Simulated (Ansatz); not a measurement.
# CH₅BOS: basis-set convergence

An exercise on one series of results from a longer session: the logs are not shown, and one member is left open.

The runs use Ansatz 0.2.0, Gaussian basis; one geometry, several basis sets.

Levels to be run: PBE0-D4/def2-SVP; ωB97M-V/def2-SVP; PBE0-D4/def2-QZVPP; ωB97M-V/def2-QZVPP; the functionals' def2-TZVPP values are taken from earlier runs.

### The geometry

All runs share one geometry, relaxed beforehand with PBE0-D4 in a triple-zeta def2 set.

SMILES `COBS`, 9 atoms, charge 0, spin multiplicity 1.

Atoms are counted from 1 here; the program's logs count them from 0.

Bond lengths: C1–O2 1.412 Å, C1–H5 1.094 Å, C1–H6 1.092 Å, C1–H7 1.092 Å, O2–B3 1.343 Å, B3–S4 1.807 Å, B3–H8 1.199 Å, S4–H9 1.341 Å. Angles: O2–C1–H5 111.4°, O2–C1–H6 108.9°, O2–C1–H7 108.9°, H5–C1–H6 109.4°, H5–C1–H7 109.4°, H6–C1–H7 108.8°, C1–O2–B3 121.9°, O2–B3–S4 117.2°, O2–B3–H8 121.9°, S4–B3–H8 120.9°, B3–S4–H9 95.3°.

Set-up of the first run:

File in.yaml:

```yaml
crystal:
  periodic: [false, false, false]
  atoms:
    - {symbol: C, position_ang: [0.569466, 0.756214, -1.208382]}
    - {symbol: O, position_ang: [0.058045, 0.724281, 0.107443]}
    - {symbol: B, position_ang: [-0.311884, -0.424357, 0.697767]}
    - {symbol: S, position_ang: [-0.950007, -0.317917, 2.384940]}
    - {symbol: H, position_ang: [0.616796, -0.246413, -1.642366]}
    - {symbol: H, position_ang: [-0.074957, 1.387187, -1.823676]}
    - {symbol: H, position_ang: [1.571161, 1.189979, -1.188380]}
    - {symbol: H, position_ang: [-0.225964, -1.480589, 0.136832]}
    - {symbol: H, position_ang: [-1.164255, -1.634684, 2.518726]}
basis:
  gaussian: {orbitals: def2-SVP}
hamiltonian: {xc: pbe0, dispersion: d4}
output: {orbitals: {seedname: orbitals}}
```

Among the steps run: PBE0-D4 in def2-SVP; ωB97M-V in def2-SVP; PBE0-D4 in def2-QZVPP; ωB97M-V in def2-QZVPP.

One table of the session follows, with a row left open; its other results are not shown here.

It belongs to the step «Density functionals: the series». 

```
functional       basis  HOMO (eV)  LUMO (eV)
   PBE0-D4    def2-SVP      -7.37       0.31
   PBE0-D4  def2-TZVPP      -7.53      -0.01
   PBE0-D4  def2-QZVPP      -7.56      -0.11
   ωB97M-V    def2-SVP      -9.52       2.39
   ωB97M-V  def2-TZVPP      -9.71       1.89
   ωB97M-V  def2-QZVPP          ?          ?
```

Estimate the missing values for ωB97M-V, def2-QZVPP.

As computed: HOMO (eV): -9.75; LUMO (eV): 1.62. In the column «HOMO (eV)» it is the lowest.
